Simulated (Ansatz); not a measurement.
# UPBE/STO-3G run of SnH3 (SMILES [SnH3])

What is the energy change on altering one bond length of SnH3 at UPBE/STO-3G? 

The calculation is run with Ansatz 0.2.0.

34 further runs of the same task are left out: 3 that didn't finish, 31 set aside as unsound or not needed.

## 1. The structure to begin with

SnH3: 4 atoms, total charge 0, spin state doublet. As SMILES, `[SnH3]`. The shape is that of a PBE0-D4/def2-TZVP optimisation.

Bond lengths: Sn1–H2 1.715 Å, Sn1–H3 1.715 Å, Sn1–H4 1.715 Å. Angles: H2–Sn1–H3 109.6°, H2–Sn1–H4 109.6°, H3–Sn1–H4 109.6°.

## 2. A single-point energy at UPBE/STO-3G

Input file molecule.yaml:

```yaml
crystal:
  periodic: [false, false, false]
  atoms:
    - {symbol: Sn, position_ang: [0.280200, -0.211600, -0.271700]}
    - {symbol: H, position_ang: [1.055200, 0.011000, 1.241700]}
    - {symbol: H, position_ang: [-1.125000, -1.172200, -0.064000]}
    - {symbol: H, position_ang: [-0.154900, 1.312500, -0.926300]}
basis:
  gaussian: {orbitals: STO-3G}
magnetization: {spin_polarized: true, initial_magnetization: 1}
hamiltonian: {xc: {name: PBE}}
accuracy: high
```

Command:

```
$ ansatz run molecule.yaml --threads 1 --pin off --max-ram 2610MiB --events-out events.jsonl --progress --plain --runs-dir runs
```

Standard output:

```text
Warning: RAYON_NUM_THREADS=1 ignored (pool sized by the plan → 1); use --threads N
Functional definition: PBE
  name "PBE"
  parameter kappa = 0.804
  parameter beta = 0.06672455060314922
  exchange = pbe_x(kappa = kappa, mu = beta*pi^2/3)
  correlation = pbe_c(beta = beta)
518 factors; integrals over basis functions are off by at most 4.9e-9 eV
mean field evaluation 1: about -162354.7516 eV, gradient 6.4e0 eV
mean field evaluation 2: about -162354.9207 eV, gradient 4.7e0 eV
mean field evaluation 4: about -162355.1404 eV, gradient 2.4e-1 eV
mean field evaluation 8: about -162355.0693 eV, gradient 4.8e-3 eV
mean field -162355.06933204 eV, -5966.4387497340 hartree, gradient 3.1e-8 eV, S^2 0.751097; 0 other end points of the search recorded, 0 dependent functions left out
reference -162355.06933378 eV, -5966.4387497978 hartree; 27, 26 occupied and 3, 4 virtual orbitals, 518 factors
Total energy: -162355.06933378 eV, -5966.4387497978 hartree
```

Run time: 2.3 s. Hardware: 1 thread of Arm Neoverse V1, shared host; peak memory 0.12 GiB.

## 3. The distorted shape

Input file molecule.yaml:

```yaml
basis:
  gaussian:
    orbitals: STO-3G
crystal:
  periodic: [false, false, false]
  atoms:
    - {symbol: Sn, position_ang: [0.086453, -0.267249, -0.650045]}
    - {symbol: H, position_ang: [1.055200, 0.011000, 1.241700]}
    - {symbol: H, position_ang: [-1.318747, -1.227849, -0.442345]}
    - {symbol: H, position_ang: [-0.348647, 1.256851, -1.304645]}
total_charge: 0
magnetization:
  spin_polarized: true
  initial_magnetization: 1
hamiltonian:
  xc: {name: PBE}
accuracy: high
```

Command:

```
$ ansatz run molecule.yaml --threads 1 --pin off --max-ram 2610MiB --events-out events.jsonl --progress --plain --runs-dir runs
```

Standard output (excerpt; [...] marks lines left out):

```text
Warning: RAYON_NUM_THREADS=1 ignored (pool sized by the plan → 1); use --threads N
[... 6 set-up lines as earlier in the session ...]
518 factors; integrals over basis functions are off by at most 4.9e-9 eV
mean field evaluation 1: about -162353.2944 eV, gradient 7.7e0 eV
mean field evaluation 2: about -162352.8532 eV, gradient 9.5e0 eV
mean field evaluation 4: about -162353.9579 eV, gradient 2.6e-1 eV
mean field evaluation 8: about -162353.8755 eV, gradient 3.0e-3 eV
mean field evaluation 16: about -162353.8755 eV, gradient 2.6e-7 eV
mean field -162353.87550537 eV, -5966.3948774131 hartree, gradient 2.1e-8 eV, S^2 0.750830; 0 other end points of the search recorded, 0 dependent functions left out
reference -162353.87550716 eV, -5966.3948774787 hartree; 27, 26 occupied and 3, 4 virtual orbitals, 518 factors
Total energy: -162353.87550716 eV, -5966.3948774787 hartree
```

Wall time 2.5 s (1 thread of Arm Neoverse V1, shared host); peak memory 0.12 GiB.

## 4. What came out

Level: UPBE/STO-3G.

```
                                                          quantity           value
                                         first shape: total energy  -5966.43875 Eh
                                                 first shape: ⟨S²⟩           0.751
                                     distorted shape: total energy  -5966.39488 Eh
                                             distorted shape: ⟨S²⟩           0.751
energy change with the Sn1–H2 bond stretched from 1.715 to 2.144 Å        1.194 eV
```

**Reading.** With the Sn1–H2 bond stretched from 1.715 to 2.144 Å the energy rises by 1.19 eV (28 kcal/mol). The first shape isn't relaxed at this level, so the change isn't measured from a minimum. The minimal basis adds a large error of its own. Relativity is left out (first shape) although the molecule holds a heavy atom. Relativity is left out (distorted shape) although the molecule holds a heavy atom.
